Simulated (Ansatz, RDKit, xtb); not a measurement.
**C3H8BF: which of the isomers drawn lies lowest?**

Which of a sample of isomers of C3H8BF is the most stable in the gas at 298.15 K, and what are its properties? The sample is small against all isomers, and the most stable one of this formula need not be in it.

Plan: many cheap relaxations first (GFN2-xTB), then density-functional screening, relaxation at r2SCAN-D4/def2-SVP, vibrations and a final energy. The numbers are computed, not measured.

### Step 1. Candidates

Isomers were taken from a list of plausible structures; this is a sample, not all of them. That gives 5 candidates.

```tsv
label	SMILES	spin
c070	BC[C@H](C)F	singlet
c249	B[C@H](C)CF	singlet
c337	BCCCF	singlet
c674	CCCBF	singlet
c763	CCB(C)F	singlet
```

Candidates are built by distance geometry, with a force field where one applies, in up to four conformers (letters a to d).

Q: Predict the outcome of this search (final energies at CCSD(T)/def2-SVP + MP2/def2-TZVPP - MP2/def2-SVP).

| quantity | value |
| --- | --- |
| lowest structure found | CCB(C)F, singlet, C1 |
| next finalist | CCCBF, singlet, 13.7 kcal/mol higher in G |
| share at equilibrium, among the finalists | 100.0 % |
| harmonic wavenumbers, lowest and highest (r2SCAN-D4/def2-SVP) | 16 and 3151 cm⁻¹ |
| rotational constants, same geometry | 0.2792, 0.1082, 0.08147 cm⁻¹ |

`CCB(C)F` comes out lowest. Among the finalists first place is clear (13.7 kcal/mol); structures outside the list aren't covered. HF/STO-3G, r2SCAN-D4/def2-SVP, r2SCAN-D4/def2-SVP, relaxed, HF/def2-SVP and MP2/def2-SVP already put its bonding pattern lowest among the structures in one piece; GFN2-xTB favours the singlet CCCBF (c674a, not a finalist). One minimum inside the window was never screened. The search is not exhaustive (a finite list of starts, one conformer a finalist), so a lower isomer can't be ruled out. Only 5 drawn patterns were tried, so whole families of isomers are missing, and the result ranks this sample alone. The lowest isomer need not be the one that is made and kept in a bottle, which depends on barriers.
